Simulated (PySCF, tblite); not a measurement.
# C4H8NSSi radical: geometry, infrared bands and EPR parameters

Aim: predict the infrared bands and EPR parameters of C4H8NSSi radical (`CS[Si](N)C1C=C1`).

The runs use tblite 0.8.0 and PySCF 2.14.0, with density-fitted response routines of our own; the level of theory stands in each step. All values are computed, except where a source is named. Atoms count from 0, in the outputs and in this text.

## (1) The molecule as given

15 atoms, charge 0, multiplicity 2; geometry from: force field or distance geometry start.

Bonds of the start (Å): C0–S1 1.82, S1–Si2 2.12, Si2–N3 1.76, Si2–C4 1.85, C4–C5 1.49, C5–C6 1.32, C6–C4 1.50, C0–H7 1.10, C0–H8 1.10, C0–H9 1.11, N3–H10 1.03, N3–H11 1.04, C4–H12 1.09, C5–H13 1.10, C6–H14 1.09.

## (2) Geometry optimisation with GFN2-xTB

Job settings and geometry (Å):

```
{"job": {"kind": "relax", "xc": "GFN2-xTB", "basis": "xTB"}, "charge": 0, "multiplicity": 2}
C      2.965100    -0.441100    -0.294900
S      1.390600     0.294100    -0.844200
Si    -0.238500    -0.335600     0.351900
N     -0.414000    -2.078300     0.540000
C     -1.827800     0.567900     0.037700
C     -1.857700     1.834300    -0.738400
C     -1.828500     1.966000     0.574800
H      3.147800    -1.342100    -0.905200
H      2.914400    -0.689100     0.774700
H      3.825400     0.233100    -0.487800
H     -0.895700    -2.369700     1.408000
H     -0.722000    -2.603400    -0.303200
H     -2.770600     0.018100     0.095900
H     -1.871500     2.367900    -1.705800
H     -1.821400     2.586100     1.474500
```

The run is started by

```
> OMP_NUM_THREADS=1 python probes_run.py task.json out
```

The driver reads the jobs from task.json and runs them one after another.

**Question.** This job is followed by: GFN2-xTB harmonic vibrations, gas phase; UKS B3LYP, pcH-1 on C H N S Si, non-relativistic, mean-field spin-orbit, GIAO. Predict these results of the whole session: strongest single infrared mode (GFN2-xTB); zero-point energy (GFN2-xTB); g(iso) (B3LYP); ⟨S²⟩; largest a(iso) (averaged by class); potential on the surface of density 0.002 e/bohr³, 1st and 99th percentile.

The runs gave:

| quantity | value |
| --- | --- |
| strongest single infrared mode (GFN2-xTB) | 435 cm⁻¹, 160 km/mol |
| zero-point energy (GFN2-xTB) | 68.4 kcal/mol |
| g(iso) (B3LYP) | 2.00375 |
| ⟨S²⟩ | 0.752 (exact 0.75) |
| largest a(iso) (averaged by class) | 29Si on Si2, -563.2 MHz |
| potential on the surface of density 0.002 e/bohr³, 1st and 99th percentile | -1.21 V and 1.49 V |

In words: Relaxing lowered the energy by 0.560 eV in 136 steps; the close pair that moved most is S1–Si2, from 2.117 to 2.179 Å. All 39 modes are real, so the xTB geometry is a minimum. The strongest single mode, at 435 cm⁻¹, moves mainly H10 and H11. Unscaled tight-binding wavenumbers are off by several per cent, some by more. Its intensities can rank the bands wrongly. Si2 carries the largest spin population, 0.77 e. The isotropic g lies 1.4 ppt above the free-electron value. These values are for one conformer; the search (at its own cheap level) found 2 more, at 0.30, 0.30 kcal/mol, and measured spectra average over such forms.
